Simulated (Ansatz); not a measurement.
# NbTe (zincblende): the equilibrium volume

Aim: the volume at which the pressure of NbTe (zincblende) vanishes. This structure was made by substitution into a known type, so it needn't be the compound's stable form.

Method: DFT r²SCAN, scalar-relativistic, plane waves, PAW (the target; the first runs use scalar-relativistic PBE), in Ansatz 0.2.0.

2 further runs of the same task are left out: 2 that didn't finish. Runs told in other sessions of the task aren't counted.

## 1. The system as given

It takes space group F-43m (No. 216, cubic). The conventional cell has a = 6.274 Å, b = 6.274 Å, c = 6.274 Å, α = 90.00°, β = 90.00°, γ = 90.00°. Nb (site symmetry -43m) has 4 Te at 2.72 Å in its first shell of neighbours. Around Te (site symmetry -43m) lie 4 Nb at 2.72 Å.

As a file:

```xyz
2
Lattice="0.0000 3.1369 3.1369 3.1369 0.0000 3.1369 3.1369 3.1369 0.0000" Properties=species:S:1:pos:R:3 pbc="T T T"
Nb    0.0000    0.0000    0.0000
Te    1.5684    1.5684    1.5684
```

The moments start at Nb 2.00 μB.

## 2. At the starting volume (PBE, 6×6×6 mesh)

File input.yaml:

```yaml
crystal:
  lattice:
    - [0.0, 3.1368594826, 3.1368594826]
    - [3.1368594826, 0.0, 3.1368594826]
    - [3.1368594826, 3.1368594826, 0.0]
  atoms:
    - { symbol: Nb, position: [0.0, 0.0, 0.0], spin: 2.0 }
    - { symbol: Te, position: [0.25, 0.25, 0.25] }
basis:
  ecutwfc: 420
  ecutrho_ratio: 4
kpoints:
  mp_grid: { grid: [6, 6, 6] }
hamiltonian:
  xc: pbe
scf:
  occupations: { method: gaussian, width: 0.05 }
output:
  forces: true
  stress: true
  eigenvalues: true
  populations: true
magnetization:
  spin_polarized: true
```

On the command line:

```console
$ ansatz run input.yaml --threads 2 --pin off --max-ram 2662MiB --backend cpu --events-out ev --progress --plain --runs-dir out
```

What it wrote:

```text
Warning: RAYON_NUM_THREADS=2 ignored (pool sized by the plan → 2); use --threads N
Engine: ansatz 0.2.0, aarch64-unknown-linux-gnu
Pseudopotentials: kind: paw
Pseudopotential: Nb, paw, valence charge 13, recommended cutoff 420 eV (normal), Nb.paw.azcp
Pseudopotential: Te, paw, valence charge 16, recommended cutoff 420 eV (normal), Te.paw.azcp
Functional definition: PBE
  parameter kappa = 0.804
  parameter beta = 0.06672455060314922
  exchange = pbe_x(kappa = kappa, mu = beta*pi^2/3)
  correlation = pbe_c(beta = beta)
Crystal: 2 atoms, lattice volume = 61.733 Å³
Basis set: ecut = 420 eV, 1243 PW (Γ), exchange–correlation on 60×60×60 points (8 copies of the dense FFT grid, shifted against one another)
Bands: 20, of which v1, the nominal top of the filled ones, is band 15 counted from 1 (14 counted from 0)
Symmetry: 24 space group operations
Space group: F-43m (ITA 216), of the structure as read, at distance tolerance 4.0e-5 Å
Magnetic group: BNS 216.74 (UNI 1576), of the structure as read, at distance tolerance 4.0e-5 Å
k-points: 16 of 216 (time reversal used)
Non-local potential: Nb, projectors of the file, l = 0: 3, l = 1: 2, l = 2: 2, l = 3: 1
Non-local potential: Te, projectors of the file, l = 0: 2, l = 1: 2, l = 2: 2, l = 3: 2
PAW form: soft (Blöchl's): semilocal exchange-correlation on the pseudo side does not see the compensation charge
PAW one-centre angular grid: Nb, 590 points (default); XC on 64 Gauss nodes
PAW one-centre angular grid: Te, 590 points (default); XC on 64 Gauss nodes
Initial density: superposition of atomic densities (chi_scale 0.1, normalization cell)
Starting moments: Σ|m| = 2 μB on 1 of 2 sites
Initial wavefunctions: pseudopotential atomic-orbital guess
Functional: x = pbe(κ = 0.804, μ = 0.2195149727645171), c = pbe(β = 0.06672455060314922)
SCF iter   1: F=—  HF=-11531.326102 eV  |F-HF|=—  |Δ(HF+E_count)|=         —  Δρ=2.22e-2 (↑2.22e-2 ↓1.55e-2)  dr2=1.05e0  dr2_m=4.05e-2  M=1.825 μB ∫|m|=1.886 μB  β_m=0.30  ethr=3.10e-3  ⟨swp⟩=6.0  Hψ=3426  notcnv=0
Mixer restart at iter 1: flushing history
preconditioner: auto → none  [insulator: Δε(μ)=0.067 eV  Ē_g=7.569 eV  σ=0.050 eV  W_gap=0.65  n_scr=14 (ndim 8)  ℏωp=15.7 eV  f_vac=0.000  D(μ)=2.22/eV (n_scr^D=14)  ε∞_Penn≈5.3]
SCF iter   2: F=—  HF=-11531.146642 eV  |F-HF|=—  |Δ(HF+E_count)|=   1.79e-1  Δρ=1.25e-2 (↑1.25e-2 ↓1.05e-2)  dr2=1.39e-1  dr2_m=2.89e-2  M=1.984 μB ∫|m|=2.063 μB  β_m=0.36  ethr=3.10e-3  ⟨swp⟩=2.5  Hψ=1105  notcnv=0  defer=30
SCF iter   3: F=—  HF=-11531.142994 eV  |F-HF|=—  |Δ(HF+E_count)|=   3.65e-3  Δρ=8.04e-3 (↑8.04e-3 ↓6.29e-3)  dr2=3.52e-2  dr2_m=1.56e-2  M=2.042 μB ∫|m|=2.134 μB  β_m=0.60  ethr=4.78e-4  ⟨swp⟩=2.1  Hψ=835  notcnv=0  defer=30
SCF iter   4: F=—  HF=-11531.158040 eV  |F-HF|=—  |Δ(HF+E_count)|=         —  Δρ=2.13e-3 (↑2.13e-3 ↓1.27e-3)  dr2=5.46e-4  dr2_m=1.53e-3  M=2.131 μB ∫|m|=2.241 μB  β_m=0.60  ethr=1.21e-4  ⟨swp⟩=2.1  Hψ=1172  notcnv=0  defer=30
Mixer restart at iter 4: flushing history
SCF iter   5: F=—  HF=-11531.158906 eV  |F-HF|=—  |Δ(HF+E_count)|=   8.66e-4  Δρ=1.15e-3 (↑1.15e-3 ↓9.83e-4)  dr2=1.22e-4  dr2_m=5.95e-4  M=2.159 μB ∫|m|=2.270 μB  β_m=0.80  ethr=1.88e-6  ⟨swp⟩=2.0  Hψ=1112  notcnv=0  defer=30
SCF iter   6: F=—  HF=-11531.159832 eV  |F-HF|=—  |Δ(HF+E_count)|=   9.26e-4  Δρ=1.00e-3 (↑1.00e-3 ↓4.81e-4)  dr2=6.14e-4  dr2_m=2.75e-4  M=2.209 μB ∫|m|=2.323 μB  β_m=0.71  ethr=4.22e-7  ⟨swp⟩=2.5  Hψ=1151  notcnv=0  defer=30
SCF iter   7: F=—  HF=-11531.159896 eV  |F-HF|=—  |Δ(HF+E_count)|=   6.39e-5  Δρ=1.95e-4 (↑1.95e-4 ↓1.38e-4)  dr2=7.32e-6  dr2_m=1.37e-5  M=2.229 μB ∫|m|=2.345 μB  β_m=0.79  ethr=4.22e-7  ⟨swp⟩=2.5  Hψ=1140  notcnv=0  defer=30
SCF iter   8: F=—  HF=-11531.159951 eV  |F-HF|=—  |Δ(HF+E_count)|=   5.53e-5  Δρ=9.85e-5 (↑9.85e-5 ↓8.58e-5)  dr2=1.25e-6  dr2_m=4.64e-6  M=2.233 μB ∫|m|=2.349 μB  β_m=0.89  ethr=2.52e-8  ⟨swp⟩=2.2  Hψ=1112  notcnv=0  defer=30
SCF iter   9: F=—  HF=-11531.159963 eV  |F-HF|=—  |Δ(HF+E_count)|=   1.23e-5  Δρ=1.60e-5 (↑1.60e-5 ↓9.15e-6)  dr2=1.92e-7  dr2_m=5.60e-8  M=2.237 μB ∫|m|=2.353 μB  β_m=0.79  ethr=4.31e-9  ⟨swp⟩=2.8  Hψ=1191  notcnv=0  defer=30
SCF iter  10: F=—  HF=-11531.159963 eV  |F-HF|=—  |Δ(HF+E_count)|=   7.97e-8  Δρ=4.27e-6 (↑4.27e-6 ↓3.41e-6)  dr2=1.53e-9  dr2_m=7.96e-9  M=2.237 μB ∫|m|=2.353 μB  β_m=0.89  ethr=6.63e-10  ⟨swp⟩=2.0  Hψ=1072  notcnv=0  defer=30
SCF iter  11: F=—  HF=-11531.159963 eV  |F-HF|=—  |Δ(HF+E_count)|=   4.51e-9  Δρ=2.38e-6 (↑2.38e-6 ↓2.04e-6)  dr2=4.66e-10  dr2_m=2.72e-9  M=2.237 μB ∫|m|=2.353 μB  β_m=0.87  ethr=5.28e-12  ⟨swp⟩=5.9  Hψ=2479  notcnv=0
SCF iter  12: F=-11531.159963 eV  HF=-11531.159963 eV  |F-HF|=1.82e-10  |Δ(HF+E_count)|=   9.22e-9  Δρ=2.85e-7 (↑2.85e-7 ↓2.46e-7)  dr2=1.34e-11  dr2_m=3.79e-11  M=2.237 μB ∫|m|=2.353 μB  ethr=1.61e-12  ⟨swp⟩=3.3  Hψ=1405  notcnv=0
SCF 1 converged in 12 iterations: F = -11531.159963 eV  dr2 = 1.34e-11
SCF converged after 12 iterations
Magnetization: 2.2368 μB (15.6184 up, 13.3816 down)
Absolute magnetization: 2.3554 μB (∫|ρ↑−ρ↓|, with the PAW one-centre terms)
Spin contamination: 0.0179 ħ² per cell (⟨S²⟩ above its minimum at these occupations)
Per-site moments (μB) at R_I (Å): [(1.4812633105864705, 1.1205975000139055), (-0.02695098899573331, 1.1205975000139055)]
Free energy (F): -11531.159963 eV
Harris-Foulkes:  -11531.159963 eV  (|F-HF|=1.82e-10)
Internal energy: -11531.156391 eV  (E = F + TS)
E sigma→0 (E₀):  -11531.158177 eV
Entropy (-TS):   -0.003573 eV (-1.786 meV/atom)
Fermi energy:    9.901762 eV
--- Per-component energies (eV) ---
  E_band       = -430.698122
  E_kinetic    = 575.409862
  E_local      = -2515.332347  (includes V_loc(G=0)·N_el)
  E_nonlocal   = -186.378962
  E_hartree    = 1250.671464
  E_xc         = -298.496023
  E_vxc        = -315.406820  (∫ρ·V_xc dr)
  E_paw        = -7737.972478  (= ΣΔE_a)
  E_vpaw       = -490.332461  (= ΣTr[D̂ρ^β])
  E_aug_tail   = -0.000198  (compensation charges beyond the density's cutoff)
  E_ewald      = -2619.057710
  E_smearing   = -0.003573  (= −TS)
  E_closure    = 0.000000  (closes the sum)
  Σ components = -11531.159963   (vs F -11531.159963, Δ=0.00e0)
--- Forces (eV/Å), atoms counted from 1 ---
  atom   1  Nb     0.00000000    -0.00000000     0.00000000
  atom   2  Te    -0.00000000    -0.00000000     0.00000000
  max |Σ_I F_I| component: 1.92e-16 eV/Å
--- Stress (GPa, compression-positive) ---
        3.216971      -0.000000       0.000000
        0.000000       3.216971      -0.000000
        0.000000      -0.000000       3.216971
  P = ⅓ Tr σ = 3.2170 GPa (32.170 kbar)
--- Band table (eV; the first three rows and the last of 32) ---
  k-point 0 ↑: bands = ["-45.6188", "-27.3717", "-27.3717", "-27.3717", "-27.3394", "-27.3394", "-21.8070", "-21.8070", "-21.8070", "-2.5445", "5.9486", "5.9486", "5.9486", "9.1386", "9.1386", "11.1682", "13.7496", "13.7496", "13.7496", "15.5639"]
  k-point 1 ↑: bands = ["-45.6186", "-27.3710", "-27.3710", "-27.3689", "-27.3394", "-27.3394", "-21.8183", "-21.8089", "-21.8089", "-2.3958", "5.6093", "6.0296", "6.0296", "9.0889", "9.0889", "11.7381", "12.6630", "13.3765", "13.3765", "15.3020"]
  k-point 2 ↑: bands = ["-45.6182", "-27.3696", "-27.3696", "-27.3632", "-27.3394", "-27.3394", "-21.8411", "-21.8129", "-21.8129", "-2.0797", "5.1342", "6.1620", "6.1620", "9.1911", "9.1911", "10.4841", "12.3968", "12.3968", "12.9480", "15.8924"]
  k-point 15 ↓: bands = ["-44.5703", "-27.3740", "-27.3734", "-27.3676", "-27.3522", "-27.3511", "-20.6478", "-20.6240", "-20.6217", "-1.6565", "5.4973", "6.4118", "6.9729", "9.3617", "10.4720", "11.3473", "11.5596", "12.4503", "15.9342", "16.7230"]
--- Löwdin populations: 2 sites ---
  site symbol       q [e]    m [muB]
     0     Nb     12.9721     2.2934
     1     Te     15.8816    -0.1163
  spilling = 0.005045 (of n_electrons = 29.000000)
```

It took 3.3 s on 2 threads of Arm Neoverse V2, shared host; peak memory 0.35 GiB.

Read off: volume 30.866 Å³/atom, pressure 3.22 GPa, a metal on this mesh, spin moments in the atoms' spheres Nb 1.48 μB.

## 3. Stepping to 31.528 Å³/atom (PBE, 6×6×6 mesh)

File input.yaml:

```yaml
crystal:
  lattice:
    - [0.0, 3.159125913, 3.159125913]
    - [3.159125913, 0.0, 3.159125913]
    - [3.159125913, 3.159125913, 0.0]
  atoms:
    - { symbol: Nb, position: [0.0, 0.0, 0.0], spin: 1.63 }
    - { symbol: Te, position: [0.25, 0.25, 0.25] }
basis:
  ecutwfc: 420
  ecutrho_ratio: 4
kpoints:
  mp_grid: { grid: [6, 6, 6] }
hamiltonian:
  xc: pbe
scf:
  occupations: { method: gaussian, width: 0.05 }
output:
  forces: true
  stress: true
  eigenvalues: true
  populations: true
magnetization:
  spin_polarized: true
```

On the command line:

```console
$ ansatz run input.yaml --threads 2 --pin off --max-ram 2662MiB --backend cpu --events-out ev --progress --plain --runs-dir out
```

What it wrote:

```text
Warning: RAYON_NUM_THREADS=2 ignored (pool sized by the plan → 2); use --threads N
[... 9 set-up lines as earlier in the session ...]
Crystal: 2 atoms, lattice volume = 63.057 Å³
Basis set: ecut = 420 eV, 1243 PW (Γ), exchange–correlation on 60×60×60 points (8 copies of the dense FFT grid, shifted against one another)
Bands: 20, of which v1, the nominal top of the filled ones, is band 15 counted from 1 (14 counted from 0)
[... 2 set-up lines as earlier in the session ...]
Magnetic group: BNS 216.74 (UNI 1576), of the structure as read, at distance tolerance 4.0e-5 Å
k-points: 16 of 216 (time reversal used)
[... 6 set-up lines as earlier in the session ...]
Starting moments: Σ|m| = 1.63 μB on 1 of 2 sites
[... 2 set-up lines as earlier in the session ...]
SCF iter   1: F=—  HF=-11531.307569 eV  |F-HF|=—  |Δ(HF+E_count)|=         —  Δρ=1.90e-2 (↑1.90e-2 ↓1.88e-2)  dr2=1.09e0  dr2_m=3.62e-2  M=1.806 μB ∫|m|=1.856 μB  β_m=0.30  ethr=3.10e-3  ⟨swp⟩=6.0  Hψ=3410  notcnv=0
Mixer restart at iter 1: flushing history
preconditioner: auto → none  [insulator: Δε(μ)=0.066 eV  Ē_g=7.456 eV  σ=0.050 eV  W_gap=0.63  n_scr=14 (ndim 8)  ℏωp=15.5 eV  f_vac=0.003  D(μ)=1.89/eV (n_scr^D=14)  ε∞_Penn≈5.3]
SCF iter   2: F=—  HF=-11531.153821 eV  |F-HF|=—  |Δ(HF+E_count)|=   1.54e-1  Δρ=1.29e-2 (↑1.29e-2 ↓1.23e-2)  dr2=1.38e-1  dr2_m=4.58e-2  M=1.956 μB ∫|m|=2.028 μB  β_m=0.36  ethr=3.10e-3  ⟨swp⟩=2.5  Hψ=1112  notcnv=0  defer=30
SCF iter   3: F=—  HF=-11531.157859 eV  |F-HF|=—  |Δ(HF+E_count)|=   4.04e-3  Δρ=9.19e-3 (↑9.19e-3 ↓7.81e-3)  dr2=3.58e-2  dr2_m=2.80e-2  M=2.051 μB ∫|m|=2.139 μB  β_m=0.62  ethr=4.77e-4  ⟨swp⟩=2.1  Hψ=827  notcnv=0  defer=30
SCF iter   4: F=—  HF=-11531.178724 eV  |F-HF|=—  |Δ(HF+E_count)|=         —  Δρ=2.64e-3 (↑2.64e-3 ↓1.82e-3)  dr2=9.65e-4  dr2_m=2.70e-3  M=2.233 μB ∫|m|=2.344 μB  β_m=0.62  ethr=1.24e-4  ⟨swp⟩=2.2  Hψ=1252  notcnv=0  defer=30
Mixer restart at iter 4: flushing history
SCF iter   5: F=—  HF=-11531.179691 eV  |F-HF|=—  |Δ(HF+E_count)|=   9.67e-4  Δρ=1.03e-3 (↑9.95e-4 ↓1.03e-3)  dr2=2.64e-4  dr2_m=5.29e-4  M=2.246 μB ∫|m|=2.361 μB  β_m=0.75  ethr=3.33e-6  ⟨swp⟩=2.2  Hψ=1124  notcnv=0  defer=30
SCF iter   6: F=—  HF=-11531.180185 eV  |F-HF|=—  |Δ(HF+E_count)|=   4.93e-4  Δρ=5.90e-4 (↑5.90e-4 ↓2.26e-4)  dr2=4.34e-4  dr2_m=6.27e-5  M=2.249 μB ∫|m|=2.371 μB  β_m=0.65  ethr=9.09e-7  ⟨swp⟩=2.2  Hψ=1115  notcnv=0  defer=30
SCF iter   7: F=—  HF=-11531.180172 eV  |F-HF|=—  |Δ(HF+E_count)|=   1.22e-5  Δρ=8.75e-5 (↑8.75e-5 ↓6.90e-5)  dr2=1.43e-6  dr2_m=3.31e-6  M=2.250 μB ∫|m|=2.372 μB  β_m=0.72  ethr=9.09e-7  ⟨swp⟩=2.0  Hψ=1009  notcnv=0  defer=30
SCF iter   8: F=—  HF=-11531.180182 eV  |F-HF|=—  |Δ(HF+E_count)|=   1.02e-5  Δρ=2.65e-5 (↑2.65e-5 ↓2.63e-5)  dr2=1.95e-7  dr2_m=3.64e-7  M=2.250 μB ∫|m|=2.373 μB  β_m=0.76  ethr=4.93e-9  ⟨swp⟩=2.0  Hψ=1093  notcnv=0  defer=30
SCF iter   9: F=—  HF=-11531.180184 eV  |F-HF|=—  |Δ(HF+E_count)|=   1.12e-6  Δρ=6.62e-6 (↑6.62e-6 ↓6.18e-6)  dr2=5.14e-9  dr2_m=2.16e-8  M=2.250 μB ∫|m|=2.373 μB  β_m=0.74  ethr=6.73e-10  ⟨swp⟩=2.5  Hψ=1132  notcnv=0  defer=30
SCF iter  10: F=-11531.180184 eV  HF=-11531.180184 eV  |F-HF|=3.43e-9  |Δ(HF+E_count)|=   3.74e-8  Δρ=1.00e-6 (↑1.00e-6 ↓9.94e-7)  dr2=1.09e-10  dr2_m=5.59e-10  M=2.250 μB ∫|m|=2.373 μB  ethr=1.77e-11  ⟨swp⟩=6.3  Hψ=2782  notcnv=0
SCF 1 converged in 10 iterations: F = -11531.180184 eV  dr2 = 1.09e-10
SCF converged after 10 iterations
Magnetization: 2.2496 μB (15.6248 up, 13.3752 down)
Absolute magnetization: 2.3749 μB (∫|ρ↑−ρ↓|, with the PAW one-centre terms)
Spin contamination: 0.0185 ħ² per cell (⟨S²⟩ above its minimum at these occupations)
Per-site moments (μB) at R_I (Å): [(1.5053725801649736, 1.1285518589448298), (-0.03158247339530854, 1.1285518589448298)]
Free energy (F): -11531.180184 eV
Harris-Foulkes:  -11531.180184 eV  (|F-HF|=3.43e-9)
Internal energy: -11531.177200 eV  (E = F + TS)
E sigma→0 (E₀):  -11531.178692 eV
Entropy (-TS):   -0.002983 eV (-1.492 meV/atom)
Fermi energy:    9.609304 eV
--- Per-component energies (eV) ---
  E_band       = -438.506607
  E_kinetic    = 574.535468
  E_local      = -2543.826918  (includes V_loc(G=0)·N_el)
  E_nonlocal   = -186.428107
  E_hartree    = 1261.210606
  E_xc         = -298.132163
  E_vxc        = -314.915942  (∫ρ·V_xc dr)
  E_paw        = -7737.938068  (= ΣΔE_a)
  E_vpaw       = -490.292214  (= ΣTr[D̂ρ^β])
  E_aug_tail   = -0.000182  (compensation charges beyond the density's cutoff)
  E_ewald      = -2600.597836
  E_smearing   = -0.002983  (= −TS)
  E_closure    = -0.000000  (closes the sum)
  Σ components = -11531.180184   (vs F -11531.180184, Δ=0.00e0)
--- Forces (eV/Å), atoms counted from 1 ---
  atom   1  Nb     0.00000000    -0.00000000    -0.00000000
  atom   2  Te    -0.00000000    -0.00000000    -0.00000000
  max |Σ_I F_I| component: 1.92e-16 eV/Å
--- Stress (GPa, compression-positive) ---
        1.690113      -0.000000       0.000000
       -0.000000       1.690113      -0.000000
        0.000000      -0.000000       1.690113
  P = ⅓ Tr σ = 1.6901 GPa (16.901 kbar)
--- Band table (eV; the first three rows and the last of 32) ---
  k-point 0 ↑: bands = ["-45.9358", "-27.6359", "-27.6359", "-27.6359", "-27.6062", "-27.6062", "-22.1185", "-22.1185", "-22.1185", "-2.7485", "5.7250", "5.7250", "5.7250", "8.8588", "8.8588", "10.8153", "13.3538", "13.3538", "13.3538", "15.1876"]
  k-point 1 ↑: bands = ["-45.9356", "-27.6352", "-27.6352", "-27.6334", "-27.6062", "-27.6062", "-22.1286", "-22.1202", "-22.1202", "-2.6063", "5.3889", "5.8028", "5.8028", "8.8124", "8.8124", "11.3750", "12.2972", "12.9806", "12.9806", "14.9546"]
  k-point 2 ↑: bands = ["-45.9353", "-27.6340", "-27.6340", "-27.6284", "-27.6062", "-27.6062", "-22.1488", "-22.1237", "-22.1237", "-2.3045", "4.9169", "5.9303", "5.9303", "8.9121", "8.9121", "10.1720", "12.0326", "12.0326", "12.5854", "15.5321"]
  k-point 15 ↓: bands = ["-44.8781", "-27.6400", "-27.6394", "-27.6344", "-27.6199", "-27.6190", "-20.9439", "-20.9226", "-20.9205", "-1.9077", "5.2794", "6.1643", "6.7065", "9.1310", "10.2004", "11.0664", "11.2589", "12.1283", "15.5379", "16.3356"]
--- Löwdin populations: 2 sites ---
  site symbol       q [e]    m [muB]
     0     Nb     12.9492     2.3120
     1     Te     15.9051    -0.1216
  spilling = 0.005026 (of n_electrons = 29.000000)
```

Run time: 3 s. Hardware: 2 threads of Arm Neoverse V2, shared host; peak memory 0.34 GiB.

Result: volume 31.528 Å³/atom, pressure 1.69 GPa, a metal on this mesh, spin moments in the atoms' spheres Nb 1.51 μB.

(Part 1 of 3 ends here.)
